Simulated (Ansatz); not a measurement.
# ZrBr4: basis-set convergence

One table from this session's results is given with a row withheld; the runs are named, their logs left out.

Computed with Ansatz 0.2.0, Gaussian basis. Level: one geometry, several basis sets.

Levels to be run: PBE0-D4/def2-SVP; ωB97M-V/def2-SVP; PBE0-D4/def2-QZVPP; ωB97M-V/def2-QZVPP; the functionals' def2-TZVPP values are taken from earlier runs.

### The geometry

All runs share one geometry, relaxed beforehand with PBE0-D4 in a triple-zeta def2 set. Zr takes the def2 core potential; no spin-orbit term is included.

SMILES `[Br][Zr]([Br])([Br])[Br]`, 5 atoms, charge 0, spin multiplicity 1.

Atoms are counted from 1 here; the program's logs count them from 0.

Bond lengths: Br1–Zr2 2.466 Å, Zr2–Br3 2.466 Å, Zr2–Br4 2.467 Å, Zr2–Br5 2.466 Å. Angles: Br1–Zr2–Br3 109.5°, Br1–Zr2–Br4 109.5°, Br1–Zr2–Br5 109.5°, Br3–Zr2–Br4 109.4°, Br3–Zr2–Br5 109.5°, Br4–Zr2–Br5 109.5°.

As a file:

```
Br   -1.20910   -0.42486    2.09624
Zr    0.01002   -0.01473   -0.00825
Br    2.27675   -0.97332    0.15396
Br   -1.19819   -1.07510   -1.87894
Br    0.17041    2.41442   -0.40452
```

Set-up of the first run:

The input, in.yaml:

```yaml
crystal:
  periodic: [false, false, false]
  atoms:
    - {symbol: Br, position_ang: [-1.209095, -0.424858, 2.096244]}
    - {symbol: Zr, position_ang: [0.010025, -0.014730, -0.008245]}
    - {symbol: Br, position_ang: [2.276746, -0.973325, 0.153965]}
    - {symbol: Br, position_ang: [-1.198191, -1.075104, -1.878942]}
    - {symbol: Br, position_ang: [0.170414, 2.414416, -0.404523]}
basis:
  gaussian: {orbitals: def2-SVP}
hamiltonian: {xc: pbe0, dispersion: d4}
output: {orbitals: {seedname: orbitals}}
```

Started as:

```console
$ ansatz run in.yaml --threads 2 --pin off --events-out ev --progress --plain --max-ram 32768MiB --backend cpu
```

Steps of the session up to this table: PBE0-D4 in def2-SVP; ωB97M-V in def2-SVP; PBE0-D4 in def2-QZVPP; ωB97M-V in def2-QZVPP.

One table of the session follows, with a row left open; its other results are not shown here.

It belongs to the step «Functionals by basis». 

| functional | basis | HOMO (eV) | LUMO (eV) |
| --- | --- | --- | --- |
| PBE0-D4 | def2-SVP | -8.90 | -2.85 |
| PBE0-D4 | def2-TZVPP | -8.90 | -2.84 |
| PBE0-D4 | def2-QZVPP | -8.90 | -2.83 |
| ωB97M-V | def2-SVP | -11.01 | -0.83 |
| ωB97M-V | def2-TZVPP | -11.04 | -0.87 |
| ωB97M-V | def2-QZVPP | ? | ? |

**Question.** Estimate the row for ωB97M-V, def2-QZVPP.

**Answer.** HOMO (eV): -11.03; LUMO (eV): -0.85. In the column «HOMO (eV)» it lies between ωB97M-V, def2-TZVPP (-11.04) and ωB97M-V, def2-SVP (-11.01).
